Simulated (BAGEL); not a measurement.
# A workflow on BrF (bromine fluoride)

Wanted: an optimisation with harmonic vibrations (RI-MP2/pcseg-0), then an optimisation with harmonic vibrations (RI-MP2/pcseg-1), then an optimisation with harmonic vibrations (RI-MP2/aug-pcseg-1), then an optimisation with harmonic vibrations (RI-MP2/pcseg-2), then an optimisation with harmonic vibrations (RI-MP2/aug-pcseg-2) of BrF (bromine fluoride). 

Program for the calculation: BAGEL 1.2.2.

## Step 1: The system as given

BrF: 2 atoms, total charge 0, spin state singlet. As SMILES, `FBr`. The shape is that of a GFN2-xTB optimisation. The run starts from this shape.

Bond lengths: F1–Br2 1.800 Å.

## Step 2: An optimisation with harmonic vibrations at RI-MP2/pcseg-0 (density fitting with tzvpp-jkfit, property frequency) (run 1)

The input, calc.json:

```json
{ "bagel": [

{
  "title": "molecule",
  "basis": "pcseg-0.json",
  "df_basis": "tzvpp-jkfit",
  "angstrom": "true",
  "geometry": [
    { "atom": "F", "xyz": [    0.000000,    0.000000,    0.000000 ] },
    { "atom": "Br", "xyz": [    0.000000,    0.000000,    1.799940 ] }
  ]
},
{
  "title": "optimize",
  "maxiter": 40,
  "method": [
    { "title": "mp2", "ncore": 10 }
  ]
},
{
  "title": "hessian",
  "method": [
    { "title": "mp2", "ncore": 10 }
  ]
}

]}
```

The basis set pcseg-0 is read from a file made from the Basis Set Exchange's data (not shown).

Run with:

```bash
BAGEL_NUM_THREADS=1 BAGEL calc.json > calc.out
```

Standard output:

```text
* using 1 threads per process

  ===============================================================
  ===============================================================

  *** Geometry ***

  { "atom" : "F", "xyz" : [      0.000000,      0.000000,      0.000000 ] },
  { "atom" : "Br", "xyz" : [      0.000000,      0.000000,      3.401394 ] },

  Number of auxiliary basis functions:      343

  Since a DF basis is specified, we compute 2- and 3-index integrals:
    o Being stored without compression. Storage requirement is 0.003 GB

  Number of basis functions:       31
  Number of electrons      :       44

    * METHOD: MOLECULE                             0.05

[... 18 lines left out ...]
    * SCF iteration converged.
[... 8 lines left out ...]
      MP2 correlation energy:   -0.1717517011
[... 14 lines left out ...]
    * Permanent dipole moment: MP2 relaxed
[... 15 lines left out ...]
                         Maximum     Tolerance   Converged?
[... 45 lines left out ...]
  ++ Symmetrized Mass Weighted Hessian ++
[... 14 lines left out ...]
  ++ Mass Weighted Hessian Eigenvectors ++
[... 9 lines left out ...]
    * Vibrational frequencies, IR intensities, and corresponding cartesian eigenvectors

                                    0                   1                   2                   3                   4                   5
      Freq (cm-1)                0.00                0.00                0.00                0.00                0.00              617.19

 IR Int. (km/mol)                0.00                0.00                0.00                0.00                0.00                0.22
[... 7 lines of this table left out ...]
                5             0.02555             0.09725            -0.00000            -0.00000             0.00000             0.04903

    * METHOD: HESSIAN                              4.47

  ===============================================================
```

Run time: 6.9 s. Hardware: 1 thread of Arm Neoverse V2, shared host; peak memory 0.084 GiB.

## Step 3: An optimisation with harmonic vibrations at RI-MP2/pcseg-1 (density fitting with tzvpp-jkfit, property frequency) (run 2)

The input, mp2.json:

```json
{ "bagel": [

{
  "title": "molecule",
  "basis": "pcseg-1.json",
  "df_basis": "tzvpp-jkfit",
  "angstrom": true,
  "geometry": [
    { "atom": "F", "xyz": [       0.000000,       0.000000,       0.000000 ] },
    { "atom": "Br", "xyz": [       0.000000,       0.000000,       1.799940 ] }
  ]
},

{
  "title": "optimize",
  "opttype": "energy",
  "maxiter": 40,
  "method": [
    {
      "title": "mp2",
      "ncore": 10
    }
  ]
},

{
  "title": "hessian",
  "method": [
    {
      "title": "mp2",
      "ncore": 10
    }
  ]
}

]}
```

The basis set pcseg-1 is read from a file made from the Basis Set Exchange's data (not shown).

Run with:

```bash
BAGEL_NUM_THREADS=1 BAGEL mp2.json > mp2.out
```

Standard output:

```text
* using 1 threads per process

  ===============================================================
  ===============================================================

  *** Geometry ***

  { "atom" : "F", "xyz" : [      0.000000,      0.000000,      0.000000 ] },
  { "atom" : "Br", "xyz" : [      0.000000,      0.000000,      3.401394 ] },

  Number of auxiliary basis functions:      343

  Since a DF basis is specified, we compute 2- and 3-index integrals:
    o Being stored without compression. Storage requirement is 0.005 GB

  Number of basis functions:       41
  Number of electrons      :       44

    * METHOD: MOLECULE                             0.07

[... 18 lines left out ...]
    * SCF iteration converged.
[... 8 lines left out ...]
      MP2 correlation energy:   -0.3142725127
[... 12 lines left out ...]
    * Permanent dipole moment: MP2 relaxed
[... 15 lines left out ...]
                         Maximum     Tolerance   Converged?
[... 44 lines left out ...]
  ++ Symmetrized Mass Weighted Hessian ++
[... 14 lines left out ...]
  ++ Mass Weighted Hessian Eigenvectors ++
[... 9 lines left out ...]
    * Vibrational frequencies, IR intensities, and corresponding cartesian eigenvectors

                                    0                   1                   2                   3                   4                   5
      Freq (cm-1)                0.00                0.00                0.00                0.00                0.00              648.65

 IR Int. (km/mol)                0.00                0.00                0.00                0.00                0.00               13.69
[... 7 lines of this table left out ...]
                5             0.04822             0.08824            -0.00000             0.00000             0.00000            -0.04903

    * METHOD: HESSIAN                              7.92

  ===============================================================
```

Wall time 11 s (1 thread of Arm Neoverse V2, shared host); peak memory 0.11 GiB.

Run 3 isn't shown in full; the table further down has it.

## Step 4: An optimisation with harmonic vibrations at RI-MP2/pcseg-2 (density fitting with tzvpp-jkfit, property frequency) (run 4)

The input, input.json:

```json
{ "bagel" : [

{
  "title" : "molecule",
  "basis" : "pcseg-2.json",
  "df_basis" : "tzvpp-jkfit",
  "angstrom" : true,
  "geometry" : [
    { "atom" : "F", "xyz" : [    0.000000,    0.000000,    0.000000 ] },
    { "atom" : "Br", "xyz" : [    0.000000,    0.000000,    1.799940 ] }
  ]
},
{
  "title" : "optimize",
  "maxiter" : 40,
  "method" : [
    {
      "title" : "mp2",
      "charge" : 0,
      "ncore" : 10
    }
  ]
},
{
  "title" : "hessian",
  "method" : [
    {
      "title" : "mp2",
      "charge" : 0,
      "ncore" : 10
    }
  ]
}

]}
```

The basis set pcseg-2 is read from a file made from the Basis Set Exchange's data (not shown).

Run with:

```bash
BAGEL_NUM_THREADS=1 BAGEL input.json > input.out
```

Standard output:

```text
* using 1 threads per process

  ===============================================================
  ===============================================================

  *** Geometry ***

  { "atom" : "F", "xyz" : [      0.000000,      0.000000,      0.000000 ] },
  { "atom" : "Br", "xyz" : [      0.000000,      0.000000,      3.401394 ] },

  Number of auxiliary basis functions:      343

  Since a DF basis is specified, we compute 2- and 3-index integrals:
    o Being stored without compression. Storage requirement is 0.015 GB

  Number of basis functions:       73
  Number of electrons      :       44

    * METHOD: MOLECULE                             0.11

[... 18 lines left out ...]
    * SCF iteration converged.
[... 8 lines left out ...]
      MP2 correlation energy:   -0.4724467460
[... 12 lines left out ...]
    * Permanent dipole moment: MP2 relaxed
[... 15 lines left out ...]
                         Maximum     Tolerance   Converged?
[... 45 lines left out ...]
  ++ Symmetrized Mass Weighted Hessian ++
[... 14 lines left out ...]
  ++ Mass Weighted Hessian Eigenvectors ++
[... 9 lines left out ...]
    * Vibrational frequencies, IR intensities, and corresponding cartesian eigenvectors

                                    0                   1                   2                   3                   4                   5
      Freq (cm-1)                0.00                0.00                0.00                0.00                0.00              690.62

 IR Int. (km/mol)                0.00                0.00                0.00                0.00                0.00               29.71
[... 7 lines of this table left out ...]
                5             0.05501             0.08417             0.00000            -0.00000             0.00000             0.04903

    * METHOD: HESSIAN                             17.46

  ===============================================================
```

Run time: 26 s. Hardware: 1 thread of Arm Neoverse V2, shared host; peak memory 0.18 GiB.

## Step 5: An optimisation with harmonic vibrations at RI-MP2/aug-pcseg-2 (density fitting with tzvpp-jkfit, property frequency) (run 5)

The input, job.json:

```json
{ "bagel": [

{
  "title": "molecule",
  "basis": "aug-pcseg-2.json",
  "df_basis": "tzvpp-jkfit",
  "angstrom": "true",
  "geometry": [
    { "atom": "F", "xyz": [    0.000000,    0.000000,    0.000000 ] },
    { "atom": "Br", "xyz": [    0.000000,    0.000000,    1.799940 ] }
  ]
},
{
  "title": "optimize",
  "maxiter": 40,
  "method": [
    {
      "title": "mp2",
      "ncore": 10
    }
  ]
},
{
  "title": "hessian",
  "method": [
    {
      "title": "mp2",
      "ncore": 10
    }
  ]
}

]}
```

The basis set aug-pcseg-2 is read from a file made from the Basis Set Exchange's data (not shown).

Run with:

```bash
BAGEL_NUM_THREADS=1 BAGEL job.json > job.out
```

Standard output:

```text
* using 1 threads per process

  ===============================================================
  ===============================================================

  *** Geometry ***

  { "atom" : "F", "xyz" : [      0.000000,      0.000000,      0.000000 ] },
  { "atom" : "Br", "xyz" : [      0.000000,      0.000000,      3.401394 ] },

  Number of auxiliary basis functions:      343

  Since a DF basis is specified, we compute 2- and 3-index integrals:
    o Being stored without compression. Storage requirement is 0.030 GB

  Number of basis functions:      105
  Number of electrons      :       44

    * METHOD: MOLECULE                             0.14

[... 18 lines left out ...]
    * SCF iteration converged.
[... 8 lines left out ...]
      MP2 correlation energy:   -0.4795522488
[... 12 lines left out ...]
    * Permanent dipole moment: MP2 relaxed
[... 15 lines left out ...]
                         Maximum     Tolerance   Converged?
[... 45 lines left out ...]
  ++ Symmetrized Mass Weighted Hessian ++
[... 14 lines left out ...]
  ++ Mass Weighted Hessian Eigenvectors ++
[... 9 lines left out ...]
    * Vibrational frequencies, IR intensities, and corresponding cartesian eigenvectors

                                    0                   1                   2                   3                   4                   5
      Freq (cm-1)                0.00                0.00                0.00                0.00                0.00              688.91

 IR Int. (km/mol)                0.00                0.00                0.00                0.00                0.00               30.56
[... 7 lines of this table left out ...]
                5            -0.08834             0.04802             0.00000            -0.00000            -0.00000            -0.04903

    * METHOD: HESSIAN                             26.66

  ===============================================================
```

It took 39 s on 1 thread of Arm Neoverse V2, shared host; peak memory 0.28 GiB.

## Step 6: Overview of the runs

```
run                                                                      level   energy (Eh)  bond length (Å)  harmonic wavenumber (cm⁻¹)  zero-point energy (kJ/mol)  wall time
  1      RI-MP2/pcseg-0 (density fitting with tzvpp-jkfit, property frequency)  -2668.499163            1.867                         617                         3.7      6.9 s
  2      RI-MP2/pcseg-1 (density fitting with tzvpp-jkfit, property frequency)  -2671.724283            1.819                         649                         3.9       11 s
  3  RI-MP2/aug-pcseg-1 (density fitting with tzvpp-jkfit, property frequency)  -2671.749426            1.815                         659                         3.9       16 s
  4      RI-MP2/pcseg-2 (density fitting with tzvpp-jkfit, property frequency)  -2672.310647            1.759                         691                         4.1       26 s
  5  RI-MP2/aug-pcseg-2 (density fitting with tzvpp-jkfit, property frequency)  -2672.319301            1.759                         689                         4.1       39 s
```

Convergence of the total energy of singlet BrF with the basis set, against the last point:

```
  basis set  from the last (mEh)  wall time
    pcseg-0            +3820.138      6.9 s
    pcseg-1             +595.018       11 s
aug-pcseg-1             +569.875       16 s
    pcseg-2               +8.654       26 s
aug-pcseg-2               +0.000       39 s
```

Convergence of the harmonic wavenumber of singlet BrF with the basis set, against the last point:

```
  basis set  from the last (cm⁻¹)  wall time
    pcseg-0                -71.72      6.9 s
    pcseg-1                -40.26       11 s
aug-pcseg-1                -30.21       16 s
    pcseg-2                 +1.71       26 s
aug-pcseg-2                 +0.00       39 s
```

## Step 7: What came out

```
                                          quantity           value
run 5, RI-MP2/aug-pcseg-2: total energy at the end  -2672.31930 Eh
            run 5, RI-MP2/aug-pcseg-2: bond length         1.759 Å
    run 5, RI-MP2/aug-pcseg-2: harmonic wavenumber        689 cm⁻¹
      run 5, RI-MP2/aug-pcseg-2: zero-point energy      4.1 kJ/mol
```

For the total energy of singlet BrF to stay within 10 mEh of the last point, pcseg-2 is the first point of the series from which all later ones do (26 s against 39 s). For the harmonic wavenumber of singlet BrF to stay within 20 cm⁻¹ of the last point, pcseg-2 is the first point of the series from which all later ones do (26 s against 39 s). For the harmonic wavenumber of singlet BrF to stay within 5 cm⁻¹ of the last point, pcseg-2 is the first point of the series from which all later ones do (26 s against 39 s). Over the runs the total energy spans 103.951 eV. All runs together took 98 s, the longest 39 s.
